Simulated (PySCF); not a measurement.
# C5H9BrSi2: vibronic structure

Wanted: vibronic structure for C5H9BrSi2 (`C#C[C@@H]1C[Si@@H]1C[SiH2]Br`).

Computed with PySCF 2.14.0 and routines of our own; the level stands in each step. Atoms count from 0.

## 1. The system as given

17 atoms, charge 0, multiplicity 1; geometry from: GFN2-xTB.

## 2. Vibronic structure: TDDFT PBE0/def2-SV(P)

What the job is given:

```
{"job": {"kind": "vib", "xc": "PBE0", "basis": "def2-SV(P)", "tda": false}, "charge": 0, "multiplicity": 1}
C     -2.133889     1.660046     0.636869
C     -1.772419     0.889747    -0.209970
C     -1.285909    -0.045367    -1.160987
C     -1.447019    -1.546792    -0.819124
Si     0.340623    -0.975360    -0.820151
C      1.122386    -0.625077     0.874625
Si     2.023882     1.033927     0.977395
Br     3.699225     0.916657    -0.481435
H     -2.489879     2.343152     1.348408
H     -1.538574     0.222873    -2.180641
H     -1.957433    -1.752894     0.112067
H     -1.829516    -2.157387    -1.623819
H      1.218987    -1.290967    -1.931548
H      0.337851    -0.638426     1.630208
H      1.812651    -1.432544     1.122174
H      1.218066     2.164005     0.549293
H      2.673968     1.246437     2.265649
```

Level: TDDFT PBE0/def2-SV(P) vertical-gradient vibronic structure (displaced harmonic oscillators, Condon), gas phase.

Started as:

```bash
OMP_NUM_THREADS=1 python excited_run.py task.json out
```

This one command runs all jobs of the session in turn.

What it wrote:

```text
final grid: 68304 points
cycle   1  E = -3347.5339526257  dE = -1.895e-01  |g| = 4.865e-01  |ddm| = 4.398e+00
cycle   2  E = -3347.5212916256  dE =  1.266e-02  |g| = 5.198e-01  |ddm| = 1.287e+00
cycle   3  E = -3347.6008328392  dE = -7.954e-02  |g| = 7.707e-02  |ddm| = 7.344e-01
cycle   4  E = -3347.6018843783  dE = -1.052e-03  |g| = 4.718e-02  |ddm| = 1.241e-01
cycle   5  E = -3347.6024155901  dE = -5.312e-04  |g| = 1.529e-02  |ddm| = 5.380e-02
cycle   6  E = -3347.6024736928  dE = -5.810e-05  |g| = 4.168e-03  |ddm| = 1.789e-02
cycle   7  E = -3347.6024777455  dE = -4.053e-06  |g| = 7.615e-04  |ddm| = 5.099e-03
cycle   8  E = -3347.6024779037  dE = -1.582e-07  |g| = 2.150e-04  |ddm| = 1.135e-03
cycle   9  E = -3347.6024779150  dE = -1.121e-08  |g| = 4.451e-05  |ddm| = 2.746e-04
cycle  10  E = -3347.6024779155  dE = -5.753e-10  |g| = 1.415e-05  |ddm| = 8.685e-05
converged SCF energy = -3347.6024779155

Singlet excitations (eV, f): 5.739 (0.1271)  5.946 (0.0065)  6.126 (0.0473)  6.276 (0.0247)  6.522 (0.0065)  6.737 (0.0045)

State S1  5.7392 eV  f = 0.12709  H->L 0.90
  relaxed dipole 6.509 D, largest gradient of the excitation energy 0.0716 Eh/bohr
  mode    cm-1        S   lambda/meV  Raman
   23    768.2    0.9709      92.5   0.485
   25    828.4    0.6562      67.4   0.381
   14    574.9    0.9238      65.8   0.258
   36   2263.7    0.2306      64.7   1.000
   13    474.1    0.9968      58.6   0.190
    9    370.0    1.2647      58.0   0.146
   27    932.8    0.4866      56.3   0.358
   11    439.5    0.9169      50.0   0.150
   20    681.1    0.5704      48.2   0.224
   10    403.3    0.9426      47.1   0.130
   31   1112.6    0.2264      31.2   0.237
    8    228.5    1.0164      28.8   0.045
  reorganisation energy 0.8802 eV, total S 14.878, 0-0 4.8590 eV
  absorption maximum 5.691 eV, width 0.708 eV

State S3  6.1261 eV  f = 0.04731  H->L+1 0.40, H->L+3 0.35, H->L+2 0.15
  relaxed dipole 4.063 D, largest gradient of the excitation energy 0.0960 Eh/bohr
  mode    cm-1        S   lambda/meV  Raman
   36   2263.7    0.6149     172.6   1.000
    4    110.1   11.3783     155.3   0.044
    7    192.9    4.8908     116.9   0.058
    6    186.4    4.9539     114.5   0.055
   27    932.8    0.7897      91.3   0.218
   19    668.3    0.8713      72.2   0.124
   16    595.4    0.8626      63.7   0.097
   25    828.4    0.3660      37.6   0.080
   33   1265.8    0.2074      32.6   0.105
   22    743.3    0.2818      26.0   0.049
   10    403.3    0.4927      24.6   0.025
   23    768.2    0.1706      16.3   0.032
  reorganisation energy 1.0255 eV, total S 28.182, 0-0 5.1007 eV

State S4  6.2755 eV  f = 0.02474  H-1->L 0.64, H-1->L+1 0.18
  relaxed dipole 4.822 D, largest gradient of the excitation energy 0.1100 Eh/bohr
  mode    cm-1        S   lambda/meV  Raman
   36   2263.7    0.7006     196.6   1.000
   13    474.1    2.4752     145.5   0.155
    9    370.0    2.5084     115.1   0.096
   11    439.5    1.1259      61.3   0.061
   33   1265.8    0.3244      50.9   0.145
   31   1112.6    0.1932      26.6   0.067
   17    639.9    0.2889      22.9   0.033
   22    743.3    0.1534      14.1   0.024
   14    574.9    0.1728      12.3   0.016
   30   1077.1    0.0678       9.1   0.022
   12    456.3    0.1407       8.0   0.008
   45   3396.2    0.0180       7.6   0.058
  reorganisation energy 0.7095 eV, total S 8.950, 0-0 5.5661 eV
  absorption maximum 6.178 eV, width 0.740 eV

State T1  4.5920 eV  f = 0.00000  H->L 0.62, H->L+1 0.27
  relaxed dipole 3.687 D, largest gradient of the excitation energy 0.1080 Eh/bohr
  mode    cm-1        S   lambda/meV  Raman
   27    932.8    1.7036     197.0   0.788
    9    370.0    2.7784     127.4   0.202
   36   2263.7    0.3670     103.0   1.000
   22    743.3    0.9146      84.3   0.269
   25    828.4    0.8155      83.8   0.298
   13    474.1    1.3629      80.1   0.163
   23    768.2    0.7887      75.1   0.248
   16    595.4    0.9000      66.4   0.170
   14    574.9    0.8703      62.0   0.153
   19    668.3    0.6682      55.4   0.159
   33   1265.8    0.2584      40.6   0.220
    6    186.4    1.3802      31.9   0.026
  reorganisation energy 1.2430 eV, total S 18.561, 0-0 3.3491 eV
```

Wall time 63 s (1 thread of Arm Neoverse V1, shared host); peak memory 1.1 GiB.

## 3. Vibronic structure: TDDFT PBE0/3-21G

Settings changed since step 2:

```diff
@@ -1,2 +1,2 @@
-{"job": {"kind": "vib", "xc": "PBE0", "basis": "def2-SV(P)", "tda": false}, "charge": 0, "multiplicity": 1}
+{"job": {"kind": "vib", "xc": "PBE0", "basis": "3-21G", "tda": false, "grid": 3}, "charge": 0, "multiplicity": 1}
 C     -2.133889     1.660046     0.636869
```

With the program's defaults for keys left out, this is: TDDFT PBE0/3-21G vertical-gradient vibronic structure (displaced harmonic oscillators, Condon), gas phase.

What it wrote:

```text
coarse grid: 68304 points
cycle   1  E = -3331.6599369426  dE = -2.163e+00  |g| = 4.494e-01  |ddm| = 4.338e+00
cycle   2  E = -3331.6622476984  dE = -2.311e-03  |g| = 4.403e-01  |ddm| = 1.306e+00
cycle   3  E = -3331.7218150376  dE = -5.957e-02  |g| = 4.852e-02  |ddm| = 6.840e-01
cycle   4  E = -3331.7223448648  dE = -5.298e-04  |g| = 2.489e-02  |ddm| = 1.000e-01
cycle   5  E = -3331.7224808253  dE = -1.360e-04  |g| = 1.225e-02  |ddm| = 3.654e-02
cycle   6  E = -3331.7225187537  dE = -3.793e-05  |g| = 2.057e-03  |ddm| = 1.334e-02
cycle   7  E = -3331.7225198217  dE = -1.068e-06  |g| = 5.713e-04  |ddm| = 2.999e-03
final grid: 217648 points
cycle   8  E = -3331.7224651015  dE =  2.366e-08  |g| = 7.969e-04  |ddm| = 1.989e-03
cycle   9  E = -3331.7224648290  dE =  2.725e-07  |g| = 1.301e-03  |ddm| = 2.309e-03
cycle  10  E = -3331.7224652632  dE = -4.342e-07  |g| = 2.214e-04  |ddm| = 1.414e-03
cycle  11  E = -3331.7224652761  dE = -1.291e-08  |g| = 2.169e-05  |ddm| = 2.549e-04
cycle  12  E = -3331.7224652762  dE = -1.214e-10  |g| = 2.672e-06  |ddm| = 2.939e-05
converged SCF energy = -3331.7224652762

Singlet excitations (eV, f): 5.848 (0.0583)  6.222 (0.0532)  6.453 (0.0947)  6.542 (0.0247)  6.683 (0.0022)  6.731 (0.0016)

State S1  5.8481 eV  f = 0.05834  H->L 0.96
  relaxed dipole 11.821 D, largest gradient of the excitation energy 0.0676 Eh/bohr
  mode    cm-1        S   lambda/meV  Raman
   10    403.3    8.4622     423.2   1.000
   25    828.4    1.0422     107.0   0.520
   23    768.2    0.9728      92.6   0.417
   13    474.1    1.3709      80.6   0.224
    8    228.5    2.2811      64.6   0.087
   27    932.8    0.5515      63.8   0.349
   15    576.7    0.7083      50.6   0.171
   16    595.4    0.6561      48.4   0.169
   20    681.1    0.5077      42.9   0.171
   11    439.5    0.7622      41.5   0.107
    7    192.9    1.3734      32.8   0.037
   36   2263.7    0.0961      27.0   0.358
  reorganisation energy 1.2414 eV, total S 22.334, 0-0 4.6067 eV

State S2  6.2222 eV  f = 0.05316  H->L+1 0.53, H->L+3 0.16, H-1->L+1 0.10
  relaxed dipole 4.143 D, largest gradient of the excitation energy 0.1240 Eh/bohr
  mode    cm-1        S   lambda/meV  Raman
   36   2263.7    0.8353     234.4   1.000
    9    370.0    2.6999     123.8   0.086
   33   1265.8    0.3969      62.3   0.149
    5    121.6    3.3929      51.2   0.012
    7    192.9    1.7313      41.4   0.015
    3     61.4    5.0873      38.7   0.004
   11    439.5    0.5759      31.4   0.026
   27    932.8    0.2645      30.6   0.054
   30   1077.1    0.2190      29.3   0.059
   20    681.1    0.2691      22.7   0.029
   29   1050.4    0.1655      21.5   0.043
   12    456.3    0.3758      21.3   0.018
  reorganisation energy 0.8502 eV, total S 17.848, 0-0 5.3720 eV

State S3  6.4533 eV  f = 0.09473  H->L+3 0.43, H->L+1 0.30, H->L+2 0.11
  relaxed dipole 2.666 D, largest gradient of the excitation energy 0.1182 Eh/bohr
  mode    cm-1        S   lambda/meV  Raman
   36   2263.7    0.9566     268.5   1.000
    6    186.4    7.6951     177.9   0.055
    4    110.1    7.4774     102.0   0.018
   27    932.8    0.8043      93.0   0.143
   19    668.3    0.5275      43.7   0.048
   33   1265.8    0.2661      41.8   0.087
   16    595.4    0.4321      31.9   0.031
   25    828.4    0.2473      25.4   0.035
   22    743.3    0.2352      21.7   0.027
   13    474.1    0.3512      20.6   0.016
    7    192.9    0.8422      20.1   0.006
   14    574.9    0.2753      19.6   0.019
  reorganisation energy 0.9756 eV, total S 21.483, 0-0 5.4777 eV

State T1  4.8131 eV  f = 0.00000  H->L+1 0.56, H->L 0.32
  relaxed dipole 3.802 D, largest gradient of the excitation energy 0.1102 Eh/bohr
  mode    cm-1        S   lambda/meV  Raman
    9    370.0    4.1279     189.3   0.258
   27    932.8    1.6256     188.0   0.645
   36   2263.7    0.4281     120.2   1.000
   25    828.4    0.7935      81.5   0.248
   23    768.2    0.7855      74.8   0.211
   14    574.9    1.0421      74.3   0.157
   16    595.4    0.9906      73.1   0.160
   22    743.3    0.7883      72.6   0.199
   19    668.3    0.7017      58.1   0.143
   33   1265.8    0.2898      45.5   0.212
   13    474.1    0.7330      43.1   0.075
   31   1112.6    0.2510      34.6   0.142
  reorganisation energy 1.2851 eV, total S 19.194, 0-0 3.5279 eV
```

Wall time 99 s (1 thread of Arm Neoverse V1, shared host); peak memory 0.91 GiB.

## 4. What came out

```
                                                                                       quantity                      value
S1: vertical, reorganisation, 0-0, total S (step 2, TDDFT PBE0/def2-SV(P), modes from GFN2-xTB)  5.74, 0.88, 4.86 eV; 14.9
S3: vertical, reorganisation, 0-0, total S (step 2, TDDFT PBE0/def2-SV(P), modes from GFN2-xTB)  6.13, 1.03, 5.10 eV; 28.2
S4: vertical, reorganisation, 0-0, total S (step 2, TDDFT PBE0/def2-SV(P), modes from GFN2-xTB)   6.28, 0.71, 5.57 eV; 8.9
     S1: vertical, reorganisation, 0-0, total S (step 3, TDDFT PBE0/3-21G, modes from GFN2-xTB)  5.85, 1.24, 4.61 eV; 22.3
     S2: vertical, reorganisation, 0-0, total S (step 3, TDDFT PBE0/3-21G, modes from GFN2-xTB)  6.22, 0.85, 5.37 eV; 17.8
     S3: vertical, reorganisation, 0-0, total S (step 3, TDDFT PBE0/3-21G, modes from GFN2-xTB)  6.45, 0.98, 5.48 eV; 21.5
```

**Reading.** Steps that list no spin-orbit terms leave them out, which matters at and beside the heavy atoms. In steps 2, 3 the harmonic model is doubtful. Where the total S runs above about 15, the geometry moves far on excitation and the harmonic model is stretched, so its 0-0 value is in doubt. The vibronic model keeps the ground-state modes (from xTB) and shifts them along the gradient alone, so it can miss much of the relaxation that a full optimisation finds.
